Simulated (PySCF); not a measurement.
# A diatomic session: HgC

Aim: find the lowest electronic state of HgC, scan its bond at several levels of theory, and get bond length, wavenumber and dissociation energy from each curve.

Program: PySCF 2.14.0. Level of theory: Hg def2-SVPD with ECP60, C def2-SVPD, scalar-relativistic core potentials. These are calculated values, not measurements.

### 1 The job

A driver script around PySCF takes these settings:

```yaml
atoms: Hg, C
charge: 0
basis: Hg def2-SVPD with ECP60, C def2-SVPD
Hamiltonian: scalar-relativistic core potentials
basis_functions: 55
electrons_treated: 26
masses_in_u: 201.9706, 12.0000
levels: PBE0, PBE, r²SCAN, LDA, MN15, BHandHLYP, CAM-B3LYP, HF, MP2, SCS-MP2
grid: 80 radial by 434 angular points
occupations: held fixed by the projection of orbital angular momentum
dissociation_limit: Hg + C, each in its ground configuration
starting_distance_in_angstrom: 2.085
values_of_2S_to_try: 0, 2
```

The run is started by

```bash
> OMP_NUM_THREADS=1 python dia.py task.json out
```

The runs that follow: PBE0 along the bond; Excited determinants; PBE; r²SCAN; LDA; MN15 (hybrid meta-GGA); BHandHLYP (global hybrid GGA); CAM-B3LYP; ROHF (mean field).

Q: Predict the outcome of this session. Wanted: for each run, Re; ωe; De; μ.

As calculated:

Lowest PBE0 solution found, without spin–orbit coupling: ³Σ⁻ (triplet), unpaired electrons π ↑↑. State 2 has its PBE0 minimum 0.43 eV higher, as a spin-mixed determinant (⟨S²⟩ = 1.01), so this is no gap between pure states. The other levels ran on the lowest alone.

```csv
level,Re (Å),ωe (cm⁻¹),De (eV),μ (D)
ROHF-MP2,2.200,285.6,0.428,n/a
ROHF-SCS-MP2,2.285,220.5,0.274,n/a
LDA,2.066,467,1.43,-2.41
PBE,2.139,401,0.99,-2.55
r²SCAN,2.156,386,0.89,-2.51
PBE0,2.179,362,0.73,-2.60
MN15,2.203,307,0.60,-2.10
BHandHLYP,2.321,245.5,0.311,-2.19
CAM-B3LYP,2.225,309,0.483,-2.39
```

De is counted to Hg + C in their ground configurations. A positive dipole means Hg(−)C(+). No constants: ROHF (no minimum is bracketed among the points kept).

In words: The methods spread over 0.255 Å in bond length, from LDA to BHandHLYP. Of the levels with a De here, ROHF-SCS-MP2 gives the least (0.274 eV) and LDA the most (1.43 eV).

Correlated steps freeze 1 core orbital. Spin–orbit coupling is left out, which matters for elements this heavy, above all for dissociation energies. With spin–orbit coupling the term label itself may not hold.
